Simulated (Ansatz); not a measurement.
# CH₅BrOSi: up Jacob's ladder to CCSD(T)

The task here is to estimate one member of a computed series from the others.

Program: Ansatz 0.2.0, Gaussian basis. Level of theory: functionals in def2-TZVPP, the program's frozen cores in correlated methods. These are calculated values, not measurements.

Plan: LDA (SPW92), PBE-D4, revPBE-D4, BLYP-D4, r2SCAN-D4, B97M-V, PBE0-D4, B3LYP-D4, r2SCANh-D4, r2SCAN0-D4, HSE06-D4, BHLYP-D4, CAM-B3LYP-D4, LC-ωPBE, ωB97X-V, ωB97M-V, B2PLYP, PBE-QIDH; CCSD(T)/def2-SVP; CCSD(T)/def2-TZVPP; MP2/def2-QZVPP; extrapolation to the limit; RPA on PBE.

### Structure used throughout

All runs share one geometry, relaxed beforehand with PBE0-D4 in a triple-zeta def2 set.

SMILES `OC[SiH2]Br`, 9 atoms, charge 0, spin multiplicity 1.

Atoms are counted from 1 here; the program's logs count them from 0.

Bond lengths: O1–C2 1.415 Å, O1–H5 0.963 Å, C2–Si3 1.884 Å, C2–H6 1.095 Å, C2–H7 1.099 Å, Si3–Br4 2.234 Å, Si3–H8 1.484 Å, Si3–H9 1.481 Å. Angles: C2–O1–H5 108.2°, O1–C2–Si3 112.3°, O1–C2–H6 106.9°, O1–C2–H7 112.1°, Si3–C2–H6 108.7°, Si3–C2–H7 110.0°, H6–C2–H7 106.6°, C2–Si3–Br4 105.9°, C2–Si3–H8 112.3°, C2–Si3–H9 112.3°, Br4–Si3–H8 108.1°, Br4–Si3–H9 107.0°, H8–Si3–H9 110.9°.

As a file:

```mol
CH5BrOSi
  3D, bonds by distance, orders not assigned

  9  8  0  0  0  0  0  0  0  0999 V2000
   -0.1378    1.5699   -0.7487 O   0  0
    0.7064    0.5130   -0.3353 C   0  0
   -0.2035   -0.7598    0.7138 Si  0  0
   -1.9767   -1.3913   -0.4900 Br  0  0
   -0.9003    1.1886   -1.1966 H   0  0
    1.5036    0.9601    0.2676 H   0  0
    1.1955    0.0177   -1.1864 H   0  0
    0.6227   -1.9626    0.9831 H   0  0
   -0.7212   -0.1820    1.9753 H   0  0
  1  2  8  0
  2  3  8  0
  3  4  8  0
  1  5  8  0
  2  6  8  0
  2  7  8  0
  3  8  8  0
  3  9  8  0
M  END
```

The first run:

in.yaml reads:

```yaml
crystal:
  periodic: [false, false, false]
  atoms:
    - {symbol: O, position_ang: [-0.137763, 1.569950, -0.748702]}
    - {symbol: C, position_ang: [0.706438, 0.512963, -0.335255]}
    - {symbol: Si, position_ang: [-0.203506, -0.759827, 0.713770]}
    - {symbol: Br, position_ang: [-1.976729, -1.391332, -0.489967]}
    - {symbol: H, position_ang: [-0.900292, 1.188636, -1.196568]}
    - {symbol: H, position_ang: [1.503618, 0.960062, 0.267624]}
    - {symbol: H, position_ang: [1.195454, 0.017737, -1.186354]}
    - {symbol: H, position_ang: [0.622706, -1.962550, 0.983064]}
    - {symbol: H, position_ang: [-0.721225, -0.182038, 1.975290]}
basis:
  gaussian: {orbitals: def2-TZVPP}
hamiltonian: {xc: lda}
output: {orbitals: {seedname: orbitals}}
```

Among the steps run: LDA; PBE-D4 (GGA); revPBE-D4 (GGA); BLYP-D4 (GGA); r2SCAN-D4 (meta-GGA); B97M-V (meta-GGA); PBE0-D4 (hybrid); B3LYP-D4 (hybrid); r2SCANh-D4 (hybrid); r2SCAN0-D4 (hybrid); HSE06-D4 (hybrid); BHLYP-D4 (hybrid); CAM-B3LYP-D4 (range-separated); LC-ωPBE (range-separated); ωB97X-V (range-separated); ωB97M-V (range-separated); B2PLYP (double hybrid); PBE-QIDH (double hybrid).

One of the session's tables, all rows but one given; the rest of the session is left out.

It belongs to the step «Orbital energies across the functionals». 

```
  functional  HOMO (eV)  gap (eV)
 LDA (SPW92)      -6.40      4.96
      PBE-D4      -6.26      5.09
   revPBE-D4      -6.20      5.15
     BLYP-D4      -6.17      5.13
   r2SCAN-D4      -6.58      5.79
      B97M-V      -6.74      5.87
     PBE0-D4      -7.78      7.50
    B3LYP-D4      -7.55      7.05
  r2SCANh-D4      -7.15      6.66
  r2SCAN0-D4      -8.00      7.94
    HSE06-D4          ?         ?
    BHLYP-D4      -9.19      9.82
CAM-B3LYP-D4      -9.21      9.94
     LC-ωPBE     -10.53     12.45
     ωB97X-V     -10.20     11.99
     ωB97M-V     -10.10     11.61
```

**Question.** Estimate the row for HSE06-D4.

As computed: HOMO (eV): -7.38; gap (eV): 6.72. In the column «HOMO (eV)» it lies between B3LYP-D4 (-7.55) and r2SCANh-D4 (-7.15).
